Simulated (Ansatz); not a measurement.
# C₂H₈BNSi: up Jacob's ladder to CCSD(T)

One table from this session's results is given with a row withheld; the runs are named, their logs left out.

The runs use Ansatz 0.2.0, Gaussian basis; functionals in def2-TZVPP, the program's frozen cores in correlated methods.

Levels to be run: PBE-D4, r2SCAN-D4, PBE0-D4, B3LYP-D4, ωB97X-V, ωB97M-V, B2PLYP; CCSD(T)/def2-TZVPP; MP2/def2-QZVPP; extrapolation to the limit.

## Structure used throughout

An earlier PBE0-D4 in a triple-zeta def2 set relaxation fixed the geometry.

SMILES `C=CB(N)[SiH3]`, 13 atoms, charge 0, spin multiplicity 1.

Atoms are counted from 1 here; the program's logs count them from 0.

Bond lengths: C1–C2 1.333 Å, C1–H6 1.086 Å, C1–H7 1.087 Å, C2–B3 1.559 Å, C2–H8 1.090 Å, B3–N4 1.391 Å, B3–Si5 2.026 Å, N4–H9 1.006 Å, N4–H10 1.009 Å, Si5–H11 1.491 Å, Si5–H12 1.492 Å, Si5–H13 1.494 Å. Angles: C2–C1–H6 122.5°, C2–C1–H7 121.5°, H6–C1–H7 115.9°, C1–C2–B3 123.5°, C1–C2–H8 117.2°, B3–C2–H8 119.2°, C2–B3–N4 119.5°, C2–B3–Si5 121.4°, N4–B3–Si5 119.1°, B3–N4–H9 123.8°, B3–N4–H10 122.4°, H9–N4–H10 113.8°, B3–Si5–H11 111.7°, B3–Si5–H12 111.3°, B3–Si5–H13 112.0°, H11–Si5–H12 106.8°, H11–Si5–H13 107.4°, H12–Si5–H13 107.4°.

The first run:

Contents of in.yaml:

```yaml
crystal:
  periodic: [false, false, false]
  atoms:
    - {symbol: C, position_ang: [-2.053727, 0.853268, 0.552528]}
    - {symbol: C, position_ang: [-1.295950, 0.016716, -0.157422]}
    - {symbol: B, position_ang: [0.260380, 0.098668, -0.207555]}
    - {symbol: N, position_ang: [0.877429, 1.340533, -0.322315]}
    - {symbol: Si, position_ang: [1.408834, -1.564479, -0.070775]}
    - {symbol: H, position_ang: [-3.132702, 0.749607, 0.619016]}
    - {symbol: H, position_ang: [-1.618043, 1.668155, 1.125590]}
    - {symbol: H, position_ang: [-1.801800, -0.804437, -0.664765]}
    - {symbol: H, position_ang: [1.874303, 1.473258, -0.317402]}
    - {symbol: H, position_ang: [0.353656, 2.195230, -0.434952]}
    - {symbol: H, position_ang: [1.188870, -2.281531, 1.217990]}
    - {symbol: H, position_ang: [1.093014, -2.531306, -1.162671]}
    - {symbol: H, position_ang: [2.866237, -1.248580, -0.162465]}
basis:
  gaussian: {orbitals: def2-TZVPP}
hamiltonian: {xc: pbe, dispersion: d4}
output: {forces: true, orbitals: {seedname: orbitals}}
```

On the command line:

```console
$ ansatz run in.yaml --threads 4 --pin off --events-out ev --progress --plain --max-ram 10444MiB
```

Steps of the session up to this table: PBE-D4 (GGA); r2SCAN-D4 (meta-GGA); PBE0-D4 (hybrid); B3LYP-D4 (hybrid); ωB97X-V (range-separated); ωB97M-V (range-separated); B2PLYP (double hybrid); CCSD(T) in def2-TZVPP; MP2 in def2-QZVPP.

One of the session's tables, all rows but one given; the rest of the session is left out.

It belongs to the step «Atomisation energies». 

```
            method  atomisation energy (kcal/mol)
            PBE-D4                         1181.6
         r2SCAN-D4                         1163.6
           PBE0-D4                         1165.2
          B3LYP-D4                         1167.3
           ωB97X-V                         1164.8
           ωB97M-V                         1165.4
            B2PLYP                         1151.7
     HF/def2-TZVPP                          866.0
    MP2/def2-TZVPP                         1140.4
   CCSD/def2-TZVPP                              ?
CCSD(T)/def2-TZVPP                         1130.4
           MP2/CBS                         1168.4
       CCSD(T)/CBS                         1158.4
```

Q: Estimate the row for CCSD/def2-TZVPP from the others.

**Answer.** atomisation energy (kcal/mol): 1115.0. In the column «atomisation energy (kcal/mol)» it lies between HF/def2-TZVPP (866.0) and CCSD(T)/def2-TZVPP (1130.4).
